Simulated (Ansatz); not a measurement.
# CH₈OSi (built from SMILES CO.[SiH4]): search for a transition state

Is there a first-order saddle for this four-centre ligand exchange, which should form Si1–O7, H2–H6 and break Si1–H2, H6–O7, and which two structures does it connect?

Method: PBE0-D4, def2-SVP first, then def2-TZVP; program: Ansatz 0.2.0, Gaussian basis.

152 further runs of the same task are left out: 152 set aside as unsound or not needed.

## Step 1: The system as given

The guess: 11 atoms, charge 0, spin multiplicity 1.

Atoms are counted from 1 here; the program's logs count them from 0.

Bond lengths: Si1–H3 1.451 Å, Si1–H4 1.491 Å, Si1–H5 1.451 Å, Si1–O7 1.764 Å, H6–O7 1.117 Å, O7–C8 1.419 Å, C8–H9 1.092 Å, C8–H10 1.092 Å, C8–H11 1.088 Å. Angles: H3–Si1–H4 100.7°, H3–Si1–H5 124.5°, H3–Si1–O7 114.4°, H4–Si1–H5 100.6°, H4–Si1–O7 93.9°, H5–Si1–O7 114.5°, Si1–O7–H6 91.3°, Si1–O7–C8 133.2°, H6–O7–C8 135.4°, O7–C8–H9 110.0°, O7–C8–H10 109.7°, O7–C8–H11 108.3°, H9–C8–H10 109.7°, H9–C8–H11 109.5°, H10–C8–H11 109.6°.

Coordinates:

| atom | x (Å) | y (Å) | z (Å) |
| --- | --- | --- | --- |
| Si1 | -0.7489 | 0.6479 | -0.9267 |
| H2 | 0.8964 | 0.4122 | -1.9040 |
| H3 | -1.3843 | -0.1979 | -1.9204 |
| H4 | -1.7729 | 0.6179 | 0.1564 |
| H5 | -0.5533 | 2.0790 | -1.0687 |
| H6 | 1.2066 | -0.1308 | -0.8010 |
| O7 | 0.4777 | -0.1660 | 0.0450 |
| C8 | 0.4742 | -0.7135 | 1.3539 |
| H9 | 0.5204 | -1.8038 | 1.3039 |
| H10 | 1.3309 | -0.3335 | 1.9135 |
| H11 | -0.4466 | -0.4115 | 1.8480 |

Distances that are to change: Si1–O7 1.76 Å, H2–H6 1.27 Å, Si1–H2 1.93 Å, H6–O7 1.12 Å.

## Step 2: Constrained relaxation of the guess

hold/in.yaml

```yaml
crystal:
  periodic: [false, false, false]
  atoms:
    - {symbol: Si, position_ang: [-0.748900, 0.647900, -0.926700]}
    - {symbol: H, position_ang: [0.896400, 0.412200, -1.904000]}
    - {symbol: H, position_ang: [-1.384300, -0.197900, -1.920400]}
    - {symbol: H, position_ang: [-1.772900, 0.617900, 0.156400]}
    - {symbol: H, position_ang: [-0.553300, 2.079000, -1.068700]}
    - {symbol: H, position_ang: [1.206600, -0.130800, -0.801000]}
    - {symbol: O, position_ang: [0.477700, -0.166000, 0.045000]}
    - {symbol: C, position_ang: [0.474200, -0.713500, 1.353900]}
    - {symbol: H, position_ang: [0.520400, -1.803800, 1.303900]}
    - {symbol: H, position_ang: [1.330900, -0.333500, 1.913500]}
    - {symbol: H, position_ang: [-0.446600, -0.411500, 1.848000]}
basis:
  gaussian: {orbitals: def2-SVP}
hamiltonian: {xc: pbe0, dispersion: d4}
relax: {f_tol: 0.04, max_steps: 150, escape_saddle: false, constraints: [{distance: [0, 6]}, {distance: [1, 5]}, {distance: [0, 1]}, {distance: [5, 6]}]}
```

On the command line:

```console
$ ansatz run in.yaml --threads 4 --pin off --events-out ev --progress --plain --max-ram 9574MiB
```

After this run come: A starting Hessian; Saddle search in the small basis; Saddle search in triple zeta; Checking the order of the point; Relaxing after a step of 0.30 Å one way along the mode; Relaxing after a step of 0.30 Å the other way along the mode.

What does the calculation give? Wanted: imaginary mode; barrier from the start side; barrier from the end side; energy of the step; pairs that change; zero-point energy at the saddle.

As calculated:

```
                       quantity                                                     value
                 imaginary mode                                                1203i cm⁻¹
    barrier from the start side                                                  1.493 eV
      barrier from the end side                                                  2.059 eV
             energy of the step                                                 -0.566 eV
              pairs that change  Si1–O7 formed, H2–H6 formed, Si1–H2 broken, H6–O7 broken
zero-point energy at the saddle                                                  2.206 eV
```

In words: One imaginary mode, 1203i cm⁻¹, makes this a first-order saddle. The two relaxations end on the structures that were planned. At PBE0-D4/def2-TZVP the electronic barrier is 1.493 eV, about 58 kT at 298 K, and the step runs 0.566 eV downhill. The barrier is thin enough for tunnelling; the leading (Wigner) term alone is a factor of 2.4 at 298 K. A step off the saddle overshot and began above it in energy, so the link to its end is likely but not proven. The ends are the nearest minima, not always the lowest complexes.
